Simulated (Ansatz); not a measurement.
# LiPd7: where the electrons are

Aim: see in LiPd7 how the density differs from that of free atoms, which states sit where and how expansion changes the bonding charge. The geometry is as listed and is not relaxed.

Program: Ansatz 0.2.0. Level of theory: DFT r2SCAN, scalar-relativistic, plane waves, PAW. These are calculated values, not measurements.

### Step 1. The starting structure

Symmetry: Fm-3m, No. 225, cubic system. Conventional cell: a = 7.771 Å, b = 7.771 Å, c = 7.771 Å, α = 90.00°, β = 90.00°, γ = 90.00°. Li (site symmetry m-3m) has 12 Pd at 2.75 Å as nearest neighbours. Around Pd (site symmetry m-3m) lie 12 Pd at 2.75 Å. Pd (site symmetry mmm) has 2 Li at 2.75 Å and 10 Pd at 2.75 Å as nearest neighbours.

Coordinates:

```cif
data_structure
_symmetry_space_group_name_H-M 'P 1'
_symmetry_Int_Tables_number 1
_cell_length_a 5.4952
_cell_length_b 5.4952
_cell_length_c 5.4952
_cell_angle_alpha 60.000
_cell_angle_beta 60.000
_cell_angle_gamma 60.000
_cell_volume 117.34
loop_
_atom_site_label
_atom_site_type_symbol
_atom_site_fract_x
_atom_site_fract_y
_atom_site_fract_z
_atom_site_occupancy
Li1 Li 0.00000 0.00000 0.00000 1
Pd1 Pd 0.50000 0.50000 0.50000 1
Pd2 Pd 0.00000 0.00000 0.50000 1
Pd3 Pd 0.50000 0.00000 0.50000 1
Pd4 Pd 0.00000 0.50000 0.50000 1
Pd5 Pd 0.50000 0.50000 0.00000 1
Pd6 Pd 0.00000 0.50000 0.00000 1
Pd7 Pd 0.50000 0.00000 0.00000 1
```

The structure comes from the Materials Project (structure only).

### Step 2. The base run

input.yaml reads:

```yaml
crystal:
  lattice:
    - [0.0, 3.88571957, 3.88571957]
    - [3.88571957, 0.0, 3.88571957]
    - [3.88571957, 3.88571957, 0.0]
  atoms:
    - { symbol: Li, position: [0.0, 0.0, 0.0] }
    - { symbol: Pd, position: [0.5, 0.5, 0.5], spin: -1.0 }
    - { symbol: Pd, position: [0.0, 0.0, 0.5], spin: -1.0 }
    - { symbol: Pd, position: [0.5, 0.0, 0.5], spin: -1.0 }
    - { symbol: Pd, position: [0.0, 0.5, 0.5], spin: -1.0 }
    - { symbol: Pd, position: [0.5, 0.5, 0.0], spin: -1.0 }
    - { symbol: Pd, position: [0.0, 0.5, 0.0], spin: -1.0 }
    - { symbol: Pd, position: [0.5, 0.0, 0.0], spin: -1.0 }
magnetization:
  spin_polarized: true
basis:
  ecutwfc: 500
  fft_grid_basis: typed
kpoints:
  mp_grid: { grid: [8, 8, 8] }
hamiltonian:
  xc: r2scan
  pseudopotentials: { kind: paw }
scf:
  occupations: { method: gaussian, width: 0.05 }
output:
  forces: true
  stress: true
  eigenvalues: true
  bader: true
  write_density: true
  volumetric_format: npy
  populations: true
  elf: true
```

Started as:

```console
$ ansatz run input.yaml --threads 2 --pin off --max-ram 4096MiB --backend cpu --events-out ev --progress --plain --runs-dir out
```

### Step 4. Energy-resolved densities and projections

The windows are set from the levels of the base run, in eV from its Fermi level.

input.yaml reads:

```yaml
crystal:
  lattice:
    - [0.0, 3.88571957, 3.88571957]
    - [3.88571957, 0.0, 3.88571957]
    - [3.88571957, 3.88571957, 0.0]
  atoms:
    - { symbol: Li, position: [0.0, 0.0, 0.0], spin: 0.01 }
    - { symbol: Pd, position: [0.5, 0.5, 0.5], spin: -0.32 }
    - { symbol: Pd, position: [0.0, 0.0, 0.5], spin: -0.36 }
    - { symbol: Pd, position: [0.5, 0.0, 0.5], spin: -0.36 }
    - { symbol: Pd, position: [0.0, 0.5, 0.5], spin: -0.36 }
    - { symbol: Pd, position: [0.5, 0.5, 0.0], spin: -0.36 }
    - { symbol: Pd, position: [0.0, 0.5, 0.0], spin: -0.36 }
    - { symbol: Pd, position: [0.5, 0.0, 0.0], spin: -0.36 }
magnetization:
  spin_polarized: true
basis:
  ecutwfc: 500
  fft_grid_basis: typed
kpoints:
  mp_grid: { grid: [8, 8, 8] }
hamiltonian:
  xc: r2scan
  pseudopotentials: { kind: paw }
scf:
  occupations: { method: gaussian, width: 0.05 }
  n_extra_bands: 11
output:
  forces: true
  stress: false
  eigenvalues: true
  bader: false
  write_density: false
  volumetric_format: npy
  populations: true
  band_densities:
    - { e_range: [-0.25, 0.25] }
    - { e_range: [-1.2, 0.0] }
    - { e_range: [0.0, 1.2] }
    - { e_range: [-6.9, -4.59] }
    - { e_range: [-4.59, -2.29] }
  dos:
    e_range: [-30, 8]
    de: 0.02
    method: { smearing: { sigma: 0.03, scheme: gaussian } }
    projected: { site_lists: { Li: [Li], Pd: [Pd] } }
checkpoint:
  read: start.run
  write: ck
  compress: false
  write_wavefunctions: false
  write_every: 100000
```

### Step 5. The cell at 120 % of its volume

Fractional coordinates and the k mesh are kept.

input.yaml reads:

```yaml
crystal:
  lattice:
    - [0.0, 4.1291931985, 4.1291931985]
    - [4.1291931985, 0.0, 4.1291931985]
    - [4.1291931985, 4.1291931985, 0.0]
  atoms:
    - { symbol: Li, position: [0.0, 0.0, 0.0], spin: 0.01 }
    - { symbol: Pd, position: [0.5, 0.5, 0.5], spin: -0.32 }
    - { symbol: Pd, position: [0.0, 0.0, 0.5], spin: -0.36 }
    - { symbol: Pd, position: [0.5, 0.0, 0.5], spin: -0.36 }
    - { symbol: Pd, position: [0.0, 0.5, 0.5], spin: -0.36 }
    - { symbol: Pd, position: [0.5, 0.5, 0.0], spin: -0.36 }
    - { symbol: Pd, position: [0.0, 0.5, 0.0], spin: -0.36 }
    - { symbol: Pd, position: [0.5, 0.0, 0.0], spin: -0.36 }
magnetization:
  spin_polarized: true
basis:
  ecutwfc: 500
  fft_grid_basis: typed
kpoints:
  mp_grid: { grid: [8, 8, 8] }
hamiltonian:
  xc: r2scan
  pseudopotentials: { kind: paw }
scf:
  occupations: { method: gaussian, width: 0.05 }
output:
  forces: true
  stress: true
  eigenvalues: true
  bader: true
  write_density: true
  volumetric_format: npy
  populations: true
  elf: true
```

(Steps that only read results are left out.)

**Question.** What will these runs give? Wanted: gap on the mesh; pressure; Bader charges; moment; the states at the Fermi level; at 120 % volume.

The runs gave:

| quantity | value |
| --- | --- |
| gap on the mesh | none (metal) |
| pressure | -0.5 GPa |
| Bader charges | Li +0.87, Pd -0.14 to -0.03 e |
| moment | -2.37 μB/cell |
| the states at the Fermi level | Pd 4d (over 95 %) |
| at 120 % volume | -17.9 GPa, gap none (metal), Bader Li +0.89, Pd -0.14 to -0.04 e |

**Reading.** Li–Pd (2.75 Å): Δρ is +0.03 e/Å³ at the midpoint. Pd–Pd (2.75 Å): Δρ is +0.05 e/Å³ at the midpoint. Li–Pd goes from 2.75 to 2.92 Å with the volume, and the deformation density at its midpoint from +0.03 to +0.02 e/Å³. The small moment in this metal comes from r2SCAN alone, which enlarges such moments; no other functional was run here.
